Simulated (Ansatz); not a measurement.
# CH6OSn: a reaction path by the nudged elastic band

What path joins these two structures, and how high does it climb? Both ends were relaxed at PBE0-D4 in triple zeta.

The runs use Ansatz 0.2.0, Gaussian basis; PBE0-D4/def2-SVP.

18 further runs of the same task are left out: 2 that didn't finish, 16 set aside as unsound or not needed.

## Step 1: The system as given

The first end: 9 atoms, charge 0, spin multiplicity 1.

Atoms are counted from 1 here; the program's logs count them from 0.

Bond lengths: Sn1–O2 1.974 Å, Sn1–C3 2.123 Å, Sn1–H5 1.714 Å, Sn1–H6 1.714 Å, O2–H7 0.959 Å, C3–H4 1.090 Å, C3–H8 1.090 Å, C3–H9 1.090 Å. Angles: O2–Sn1–C3 102.4°, O2–Sn1–H5 108.1°, O2–Sn1–H6 108.0°, C3–Sn1–H5 113.8°, C3–Sn1–H6 113.8°, H5–Sn1–H6 110.2°, Sn1–O2–H7 113.8°, Sn1–C3–H4 109.2°, Sn1–C3–H8 110.7°, Sn1–C3–H9 109.3°, H4–C3–H8 109.3°, H4–C3–H9 109.1°, H8–C3–H9 109.3°.

Coordinates:

```
atom    x (Å)    y (Å)    z (Å)
 Sn1  -0.0408   0.3307   0.6977
  O2   1.8251   0.7611   0.2170
  C3  -0.7125  -0.7509  -1.0016
  H4  -0.5992  -0.1288  -1.8893
  H5  -0.8778   1.8050   0.9530
  H6  -0.0172  -0.5940   2.1411
  H7   2.2922   1.2600   0.8898
  H8  -1.7602  -1.0316  -0.8906
  H9  -0.1096  -1.6514  -1.1172
```

The second end:

```mol
CH6OSn
  3D, bonds by distance, orders not assigned

  9  7  0  0  0  0  0  0  0  0999 V2000
   -0.6477    0.0341    0.9123 Sn  0  0
    1.4203    1.0607   -0.2226 O   0  0
   -0.9155   -0.8764   -0.8198 C   0  0
    1.0918    0.4786   -0.9347 H   0  0
   -1.2091    1.5931    1.2859 H   0  0
    0.3311   -0.5975    2.1562 H   0  0
    2.3071    0.7572   -0.0018 H   0  0
   -1.6918   -0.5159   -1.4852 H   0  0
   -0.6862   -1.9339   -0.8904 H   0  0
  1  3  8  0
  1  5  8  0
  1  6  8  0
  2  4  8  0
  2  7  8  0
  3  8  8  0
  3  9  8  0
M  END
```

## Step 2: The band at PBE0-D4/def2-SVP

Input file neb/in.yaml:

```yaml
crystal:
  periodic: [false, false, false]
  atoms:
    - {symbol: Sn, position_ang: [-0.040849, 0.330719, 0.697691]}
    - {symbol: O, position_ang: [1.825094, 0.761055, 0.217025]}
    - {symbol: C, position_ang: [-0.712488, -0.750937, -1.001628]}
    - {symbol: H, position_ang: [-0.599183, -0.128827, -1.889258]}
    - {symbol: H, position_ang: [-0.877834, 1.805023, 0.952952]}
    - {symbol: H, position_ang: [-0.017195, -0.594049, 2.141136]}
    - {symbol: H, position_ang: [2.292184, 1.259973, 0.889830]}
    - {symbol: H, position_ang: [-1.760154, -1.031599, -0.890586]}
    - {symbol: H, position_ang: [-0.109576, -1.651359, -1.117159]}
basis:
  gaussian: {orbitals: def2-SVP}
hamiltonian: {xc: pbe0, dispersion: d4}
neb:
  images: 5
  climbing: true
  max_iterations: 40
  initial_path: idpp
  final_atoms:
    - {symbol: Sn, position_ang: [-0.647745, 0.034134, 0.912329]}
    - {symbol: O, position_ang: [1.420287, 1.060688, -0.222562]}
    - {symbol: C, position_ang: [-0.915494, -0.876387, -0.819769]}
    - {symbol: H, position_ang: [1.091806, 0.478594, -0.934729]}
    - {symbol: H, position_ang: [-1.209098, 1.593055, 1.285934]}
    - {symbol: H, position_ang: [0.331069, -0.597526, 2.156235]}
    - {symbol: H, position_ang: [2.307120, 0.757240, -0.001789]}
    - {symbol: H, position_ang: [-1.691768, -0.515875, -1.485235]}
    - {symbol: H, position_ang: [-0.686178, -1.933924, -0.890412]}
```

On the command line:

```bash
> ansatz run in.yaml --threads 4 --pin off --events-out ev --progress --plain --max-ram 9574MiB
```

Output, cut to the lines that bear on the results:

```text
Functional definition: PBE0
  name "PBE0"
  cite "Adamo & Barone, J. Chem. Phys. 110, 6158 (1999) doi:10.1063/1.478522"
  cite "Perdew, Burke & Ernzerhof, Phys. Rev. Lett. 77, 3865 (1996) doi:10.1103/PhysRevLett.77.3865"
  parent pbe
[...]
999 factors; integrals over basis functions are off by at most 3.6e-4 eV
[...]
mean field -9007.05679476 eV, -331.0032320051 hartree, gradient 3.6e-5 eV, S^2 0.000000; 0 other end points of the search recorded, 0 dependent functions left out
[...]
reference -9007.05682442 eV, -331.0032330951 hartree; 21, 21 occupied and 63, 63 virtual orbitals, 999 factors
[... from here to the last solve, the lines of the solves are left out (95 solves) ...]
WARN: NEB end point (image 0): max|allowed force component| = 3.322e-1 eV/Å (the criterion of neb.relax_end_points is 1.000e-2). That is over neb.f_tol: it is no minimum, so the barrier can be far off. Relax it first
WARN: NEB end point (image 6): max|allowed force component| = 3.552e-1 eV/Å (the criterion of neb.relax_end_points is 1.000e-2). That is over neb.f_tol: it is no minimum, so the barrier can be far off. Relax it first
NEB iter   1: max|band force component| = 3.095e0 eV/Å  barrier→ = 4.1866 eV  barrier← = 1.9954 eV  Δτ_max = 0.2000 Å  (180 SCF iters)
[...]
NEB iter   3: max|band force component| = 2.892e0 eV/Å  barrier→ = 2.3374 eV  barrier← = 0.1462 eV  Δτ_max = 0.2000 Å  (141 SCF iters)
[...]
NEB iter   5: max|band force component| = 6.087e-1 eV/Å  barrier→ = 2.2336 eV  barrier← = 0.0424 eV  Δτ_max = 0.1622 Å  (145 SCF iters)
[...]
NEB iter   7: max|band force component| = 2.766e-1 eV/Å  barrier→ = 2.2372 eV  barrier← = 0.0460 eV  CI = image 5  Δτ_max = 0.1581 Å  (137 SCF iters)
[...]
NEB iter   9: max|band force component| = 1.524e-1 eV/Å  barrier→ = 2.2309 eV  barrier← = 0.0397 eV  CI = image 5  Δτ_max = 0.0465 Å  (147 SCF iters)
NEB iter  10: max|band force component| = 1.037e-1 eV/Å  barrier→ = 2.2305 eV  barrier← = 0.0393 eV  CI = image 5  Δτ_max = 0.0571 Å  (134 SCF iters)
[...]
NEB iter  11: max|band force component| = 4.990e-2 eV/Å  barrier→ = 2.2302 eV  barrier← = 0.0390 eV  CI = image 5  CI's point: of a kind that is not told: the force calls were inconclusive, a negative curvature could not be distinguished from the path's own, the only one lies far off the [...]
Total energy: -9004.94666818 eV, -330.9256862836 hartree
Atom 0 at    -0.488317     0.162736     0.950344 Å, force    -0.003771    -0.009471    -0.003716 eV/Å
Atom 1 at     1.069234     1.056597    -0.443530 Å, force    -0.034434     0.055612    -0.000021 eV/Å
Atom 2 at    -0.590079    -0.935011    -0.789642 Å, force     0.003962    -0.004572     0.000369 eV/Å
Atom 3 at     0.642658     0.220136    -0.989744 Å, force     0.044552     0.000836     0.017780 eV/Å
Atom 4 at    -1.341410     1.607780     1.295200 Å, force     0.002291    -0.000682     0.002903 eV/Å
Atom 5 at     0.551392    -0.228838     2.263863 Å, force    -0.002085     0.003279    -0.001564 eV/Å
Atom 6 at     2.019676     0.946912    -0.302501 Å, force    -0.002127    -0.044067    -0.017102 eV/Å
Atom 7 at    -1.541166    -0.836780    -1.333426 Å, force    -0.006314     0.000552     0.000119 eV/Å
Atom 8 at    -0.321989    -1.993531    -0.650562 Å, force    -0.002073    -0.001488     0.001232 eV/Å
Dipole moment:     0.216973     0.009545     0.306621 e Å
```

Run time: 92 s. Hardware: 4 threads of Arm Neoverse V2, shared host.

The last band:

```
image  path (Å)  energy (eV)  O2–H4 (Å)  Sn1–O2 (Å)  C3–H4 (Å)
    0      0.00        0.000       3.33        1.97       1.09
    1      0.81       -0.010       3.11        2.00       1.10
    2      1.62        0.011       3.03        2.00       1.10
    3      2.44        0.032       3.03        2.00       1.10
    4      3.25        0.499       2.05        2.03       1.12
    5      4.06        2.230       1.09        2.27       1.70
    6      4.75        2.191       0.98        2.57       2.42
```

The highest image, 5:

```
Sn   -0.4883    0.1627    0.9503
O     1.0692    1.0566   -0.4435
C    -0.5901   -0.9350   -0.7896
H     0.6427    0.2201   -0.9897
H    -1.3414    1.6078    1.2952
H     0.5514   -0.2288    2.2639
H     2.0197    0.9469   -0.3025
H    -1.5412   -0.8368   -1.3334
H    -0.3220   -1.9935   -0.6506
```

## Step 3: Outcome

```
                                                                       quantity                                           value
                                                PBE0-D4/def2-SVP, 11 iterations  highest 2.230 eV (image 5), last end +2.191 eV
from earlier runs: barrier over the separately found saddle, CCSD(T)/def2-TZVPP                                        2.462 eV
```

In words: The highest image lies 2.230 eV above the first end, and it climbed, so it estimates the saddle. The ends are not quite minima at this level (largest force component 0.36 eV/Å), so the heights are unreliable: relaxing the first end would lower it and raise the barrier above it. The highest image is 0.232 eV below the CCSD(T) barrier in triple zeta, which comes from separate runs on the saddle.
